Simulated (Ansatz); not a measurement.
## PbO₂, space group Fm-3m: a short molecular-dynamics run

Run with the Python package of Ansatz (0.2.0).

Script `pbo2_md.py`:
```python
# -*- coding: utf-8 -*-
'''Born-Oppenheimer dynamics of PbO2.'''

import warnings

import ansatz as az
from ase import Atoms
from ase.neighborlist import neighbor_list
import numpy as np


def main():
    warnings.simplefilter('ignore', az.DeckWarning)

    crystal = (
        az.Lattice.fcc(5.14)
        .space_group(225)
        .atom('Pb', (0.0, 0.0, 0.0))
        .atom('O', (0.25, 0.75, 0.75))
        .primitive()
    )

    # a coarse mesh keeps each step cheap
    calc = (
        crystal.supercell(2, 1, 1).calculation()
        .functional(az.Functional.PBESOL)
        .pseudopotentials('paw')
        .kpoints(4, 4, 4)
        .occupations('fermi_dirac', width=0.15)
        .md(az.Ensemble.NVT_LANGEVIN, timestep=3.0, steps=12, temperature=1200, friction=0.01, seed=954)
    )
    steps = []


    def collect(event):
        if event['event'] == 'md_step':
            steps.append(event['data'])


    out = calc.session().plan().execute(on_event=collect)
    r = out.report

    print(' step   t (fs)     E_pot (eV)   E_kin (eV)    T (K)')
    for s in steps[::1]:
        print(f'{s["step"]:5d} {s["time_fs"]:8.1f} {s["lagrangian_ev"]:14.4f} {s["e_kin_ev"]:12.4f} {s["temperature_k"]:8.1f}')

    temperature = np.array([s['temperature_k'] for s in steps])
    print(f'mean temperature of the second half {temperature[len(steps) // 2 :].mean():.1f} K')

    print('last positions (A) and velocities (A/fs)')
    for site, xyz, vel in zip(out.lattice.sites, steps[-1]['positions_ang'], steps[-1]['velocities_ang_fs']):
        print(f'{site.symbol:2s}', ' '.join(f'{v:8.4f}' for v in xyz), ' ', ' '.join(f'{v:9.5f}' for v in vel))

    symbols = [site.symbol for site in out.lattice.sites]
    pairs = np.concatenate([neighbor_list('d', Atoms(symbols, positions=s['positions_ang'], cell=out.lattice.cell_ang, pbc=True), 4.5) for s in steps[len(steps) // 2 :]])
    counts, edges = np.histogram(pairs, bins=np.arange(0.5, 4.51, 0.25))
    for low, count in zip(edges, counts / (len(symbols) * len(steps[len(steps) // 2 :]))):
        print(f'{low:4.2f}-{low + 0.25:4.2f} A  {count:6.2f} neighbours an atom')


if __name__ == '__main__':
    main()
```

```console
$ python pbo2_md.py
 step   t (fs)     E_pot (eV)   E_kin (eV)    T (K)
    0      0.0    -25747.3451       0.0000      0.0
    1      3.0    -25747.3445       0.0459     59.1
    2      6.0    -25747.3408       0.0642     82.8
    3      9.0    -25747.3317       0.1290    166.4
    4     12.0    -25747.3125       0.1147    147.9
    5     15.0    -25747.2809       0.1666    214.9
    6     18.0    -25747.2443       0.0841    108.4
    7     21.0    -25747.2138       0.1315    169.6
    8     24.0    -25747.1927       0.1439    185.5
    9     27.0    -25747.1844       0.2324    299.6
   10     30.0    -25747.1806       0.1966    253.4
   11     33.0    -25747.1777       0.2722    351.0
   12     36.0    -25747.1690       0.3728    480.6
mean temperature of the second half 264.0 K
last positions (A) and velocities (A/fs)
Pb   0.0211   0.0070  -0.0206     0.00116  -0.00125  -0.00220
O    1.3799   1.3081   1.2665     0.00491   0.00436  -0.00008
O    3.9937   3.9427   3.8560     0.00130   0.00475  -0.00448
Pb  -0.0012   2.5829   2.5871     0.00324  -0.00043   0.00100
O    1.3898   3.9204   3.8701     0.00410  -0.00059  -0.00658
O    3.9266   6.4837   6.3832     0.00212   0.00066  -0.00672
0.50-0.75 A    0.00 neighbours an atom
0.75-1.00 A    0.00 neighbours an atom
1.00-1.25 A    0.00 neighbours an atom
1.25-1.50 A    0.00 neighbours an atom
1.50-1.75 A    0.00 neighbours an atom
1.75-2.00 A    0.00 neighbours an atom
2.00-2.25 A    3.76 neighbours an atom
2.25-2.50 A    1.76 neighbours an atom
2.50-2.75 A    3.81 neighbours an atom
2.75-3.00 A    0.00 neighbours an atom
3.00-3.25 A    0.00 neighbours an atom
3.25-3.50 A    0.00 neighbours an atom
3.50-3.75 A   12.00 neighbours an atom
3.75-4.00 A    0.00 neighbours an atom
4.00-4.25 A    6.29 neighbours an atom
4.25-4.50 A   14.48 neighbours an atom
```

Reading the output:
- Absolute energies stand on the zero of these potentials, so only differences at equal settings mean something. A total without «per atom» is that of the whole cell that was run.
- For a metal this k-point mesh is coarse: on a finer one energies can move by several to tens of meV an atom and pressures by half a GPa or more, differences at one mesh by less.
- Spin-orbit coupling, which matters for elements this heavy, is left out.
- The structure is a deposited one; some such entries were measured under pressure or heat, so a shift against it needn't be the functional's error alone.
- A small cell, a coarse mesh and a very short run: it shows the set-up and gives no equilibrium averages.
- Finished in 77 s on 1 thread of Arm Neoverse V2, with other jobs on the host, peak memory 0.48 GiB.
